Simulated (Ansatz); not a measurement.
# CH₂AlFOS: one species, many methods

Aim: compute CH₂AlFOS with functionals from several rungs and with coupled cluster, and see how far each lands from CCSD(T) at the basis-set limit for the atomisation energy.

Computed with Ansatz 0.2.0, Gaussian basis. Level: functionals in def2-TZVPP, the program's frozen cores in correlated methods.

Plan: LDA (SPW92), PBE-D4, revPBE-D4, BLYP-D4, r2SCAN-D4, B97M-V, PBE0-D4, B3LYP-D4, r2SCANh-D4, r2SCAN0-D4, HSE06-D4, BHLYP-D4, CAM-B3LYP-D4, LC-ωPBE, ωB97X-V, ωB97M-V, B2PLYP, PBE-QIDH; CCSD(T)/def2-SVP; CCSD(T)/def2-TZVPP; MP2/def2-QZVPP; extrapolation to the limit; RPA on PBE.

### Step 1. The relaxed structure

The geometry comes from an earlier relaxation with PBE0-D4 in a triple-zeta def2 set; it is a stationary point, not always the lowest conformer.

SMILES `F[C]1(S)[O][AlH]1`, 7 atoms, charge 0, spin multiplicity 1.

Atoms are counted from 1 here; the program's logs count them from 0.

Bond lengths: F1–C2 1.366 Å, C2–S3 1.801 Å, C2–O4 1.415 Å, C2–Al5 1.896 Å, S3–H6 1.342 Å, O4–Al5 1.730 Å, Al5–H7 1.566 Å. Angles: F1–C2–S3 110.3°, F1–C2–O4 111.1°, F1–C2–Al5 122.9°, S3–C2–O4 110.2°, S3–C2–Al5 125.8°, O4–C2–Al5 60.9°, C2–S3–H6 95.2°, C2–O4–Al5 73.4°, C2–Al5–O4 45.6°, C2–Al5–H7 176.9°, O4–Al5–H7 137.5°.

### Step 2. LDA

This LDA is Slater exchange with PW92 correlation.

Contents of in.yaml:

```yaml
crystal:
  periodic: [false, false, false]
  atoms:
    - {symbol: F, position_ang: [0.072190, -1.728796, 0.470477]}
    - {symbol: C, position_ang: [-0.118227, -0.396763, 0.235256]}
    - {symbol: S, position_ang: [-0.546241, 0.453219, 1.764536]}
    - {symbol: O, position_ang: [-1.125610, -0.190715, -0.736618]}
    - {symbol: Al, position_ang: [0.341468, 0.434466, -1.406001]}
    - {symbol: H, position_ang: [0.636377, 0.233589, 2.360338]}
    - {symbol: H, position_ang: [0.801244, 1.126999, -2.733689]}
basis:
  gaussian: {orbitals: def2-TZVPP}
hamiltonian: {xc: lda}
output: {orbitals: {seedname: orbitals}}
```

Started as:

```sh
> ansatz run in.yaml --threads 2 --pin off --events-out ev --progress --plain --max-ram 4352MiB
```

The runs that follow: PBE-D4 (GGA); revPBE-D4 (GGA); BLYP-D4 (GGA); r2SCAN-D4 (meta-GGA); B97M-V (meta-GGA); B3LYP-D4 (hybrid); r2SCANh-D4 (hybrid); r2SCAN0-D4 (hybrid); HSE06-D4 (hybrid); BHLYP-D4 (hybrid); CAM-B3LYP-D4 (range-separated); LC-ωPBE (range-separated); ωB97X-V (range-separated); ωB97M-V (range-separated); B2PLYP (double hybrid); PBE-QIDH (double hybrid); CCSD(T) in def2-SVP; CCSD(T) in def2-TZVPP; MP2 in def2-QZVPP; RPA on PBE orbitals.

Before running them: what should the planned runs give, taken together? Wanted: atomisation energy, CCSD(T)/CBS; farthest beyond LDA; mean size of error, GGA; mean size of error, meta-GGA; mean size of error, hybrid; mean size of error, range-separated; mean size of error, double hybrid; gap, smallest and largest; T1 diagnostic.

**Answer**, as computed:

| quantity | value |
| --- | --- |
| atomisation energy, CCSD(T)/CBS | 2326.3 kJ/mol |
| functionals within 11.6 kJ/mol (0.5 %) | PBE0-D4, r2SCANh-D4, HSE06-D4, CAM-B3LYP-D4, LC-ωPBE |
| farthest beyond LDA | BHLYP-D4 (-159.8 kJ/mol) |
| mean size of error, GGA | 42.4 kJ/mol |
| mean size of error, meta-GGA | 28.0 kJ/mol |
| mean size of error, hybrid | 43.2 kJ/mol |
| mean size of error, range-separated | 9.8 kJ/mol |
| mean size of error, double hybrid | 39.3 kJ/mol |
| gap, smallest and largest | 2.88 eV (LDA (SPW92)), 9.41 eV (LC-ωPBE) |
| T1 diagnostic | 0.0166 |
| triples share of the correlation energy | 4.1 % |

**Reading.** LDA overbinds by 497.0 kJ/mol (21 %). PBE-D4 misses by +102.0 kJ/mol. Double hybrids carry the basis error of their MP2 part in triple zeta, and no dispersion term here, so their miss is partly the set-up's. By mean error the best rung here is range-separated (9.8 kJ/mol) and the worst beyond LDA is hybrid (43.2 kJ/mol). The mean of the hybrids holds BHLYP, with half exact exchange. Misses under about 11.6 kJ/mol are within the doubt on the reference itself, which lacks core-valence correlation, relativity and higher excitations. Hartree-Fock recovers 62 % of the binding; the rest is correlation. CCSD(T) in def2-SVP is off by -193.6 kJ/mol, so the small basis spoils what the method gains. The gap grows from 2.9 to 9.4 eV across the functionals, mostly with the share of exact exchange.
